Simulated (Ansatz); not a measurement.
# C₂H₇BOSi: a ladder of functionals and wavefunction methods

One table from this session's results is given with a row withheld; the runs are named, their logs left out.

Computed with Ansatz 0.2.0, Gaussian basis. Level: functionals in def2-TZVPP, the program's frozen cores in correlated methods.

Levels to be run: LDA (SPW92), PBE-D4, revPBE-D4, BLYP-D4, r2SCAN-D4, B97M-V, PBE0-D4, B3LYP-D4, r2SCANh-D4, r2SCAN0-D4, HSE06-D4, BHLYP-D4, CAM-B3LYP-D4, LC-ωPBE, ωB97X-V, ωB97M-V, B2PLYP, PBE-QIDH; CCSD(T)/def2-SVP; CCSD(T)/def2-TZVPP; MP2/def2-QZVPP; extrapolation to the limit; RPA on PBE.

### The geometry

The geometry comes from an earlier relaxation with PBE0-D4 in a triple-zeta def2 set; it is a stationary point, not always the lowest conformer.

SMILES `CC1B[SiH2]O1`, 12 atoms, charge 0, spin multiplicity 1.

Atoms are counted from 1 here; the program's logs count them from 0.

Bond lengths: C1–C2 1.520 Å, C1–H6 1.093 Å, C1–H7 1.092 Å, C1–H8 1.092 Å, C2–B3 1.581 Å, C2–O5 1.462 Å, C2–H9 1.102 Å, B3–Si4 2.003 Å, B3–H10 1.190 Å, Si4–O5 1.679 Å, Si4–H11 1.492 Å, Si4–H12 1.492 Å. Angles: C2–C1–H6 111.4°, C2–C1–H7 110.5°, C2–C1–H8 109.7°, H6–C1–H7 108.5°, H6–C1–H8 107.8°, H7–C1–H8 108.9°, C1–C2–B3 115.6°, C1–C2–O5 110.5°, C1–C2–H9 108.9°, B3–C2–O5 101.7°, B3–C2–H9 111.4°, O5–C2–H9 108.5°, C2–B3–Si4 81.6°, C2–B3–H10 129.3°, Si4–B3–H10 149.1°, B3–Si4–O5 79.2°, B3–Si4–H11 121.5°, B3–Si4–H12 120.2° and more.

The first run:

Input file in.yaml:

```yaml
crystal:
  periodic: [false, false, false]
  atoms:
    - {symbol: C, position_ang: [-1.466998, 0.767902, -0.209654]}
    - {symbol: C, position_ang: [-0.272206, -0.088372, -0.595367]}
    - {symbol: B, position_ang: [0.089933, -1.249318, 0.414831]}
    - {symbol: Si, position_ang: [1.809134, -0.225825, 0.518478]}
    - {symbol: O, position_ang: [0.953608, 0.707820, -0.583581]}
    - {symbol: H, position_ang: [-1.390294, 1.119146, 0.822414]}
    - {symbol: H, position_ang: [-2.394210, 0.199875, -0.314307]}
    - {symbol: H, position_ang: [-1.514454, 1.645838, -0.857566]}
    - {symbol: H, position_ang: [-0.426525, -0.476847, -1.614642]}
    - {symbol: H, position_ang: [-0.565858, -2.181026, 0.758902]}
    - {symbol: H, position_ang: [2.193810, 0.527904, 1.746852]}
    - {symbol: H, position_ang: [3.060857, -0.802400, -0.052261]}
basis:
  gaussian: {orbitals: def2-TZVPP}
hamiltonian: {xc: lda}
output: {orbitals: {seedname: orbitals}}
```

Run with:

```bash
ansatz run in.yaml --threads 4 --pin off --events-out ev --progress --plain --max-ram 10444MiB
```

Steps of the session up to this table: LDA; PBE-D4 (GGA); revPBE-D4 (GGA); BLYP-D4 (GGA); r2SCAN-D4 (meta-GGA); B97M-V (meta-GGA); PBE0-D4 (hybrid); B3LYP-D4 (hybrid); r2SCANh-D4 (hybrid); r2SCAN0-D4 (hybrid); HSE06-D4 (hybrid); BHLYP-D4 (hybrid); CAM-B3LYP-D4 (range-separated); LC-ωPBE (range-separated); ωB97X-V (range-separated); ωB97M-V (range-separated); B2PLYP (double hybrid); PBE-QIDH (double hybrid).

One table of the session follows, with a row left open; its other results are not shown here.

It belongs to the step «Orbital energies across the functionals». 

```
  functional  HOMO (eV)  LUMO (eV)  gap (eV)
 LDA (SPW92)      -6.39      -3.55      2.85
      PBE-D4      -6.30      -3.29      3.01
   revPBE-D4          ?          ?         ?
     BLYP-D4      -6.20      -3.11      3.09
   r2SCAN-D4      -6.54      -2.98      3.56
      B97M-V      -6.64      -3.09      3.55
     PBE0-D4      -7.50      -2.30      5.20
    B3LYP-D4      -7.33      -2.49      4.83
  r2SCANh-D4      -6.98      -2.64      4.34
  r2SCAN0-D4      -7.64      -2.13      5.51
    HSE06-D4      -7.10      -2.68      4.42
    BHLYP-D4      -8.62      -1.22      7.41
CAM-B3LYP-D4      -8.87      -1.15      7.71
     LC-ωPBE     -10.19       0.03     10.23
     ωB97X-V      -9.85      -0.08      9.76
     ωB97M-V      -9.66      -0.32      9.34
```

Q: Estimate the row for revPBE-D4 from the others.

As computed: HOMO (eV): -6.26; LUMO (eV): -3.17; gap (eV): 3.09. In the column «HOMO (eV)» it lies between PBE-D4 (-6.30) and BLYP-D4 (-6.20).
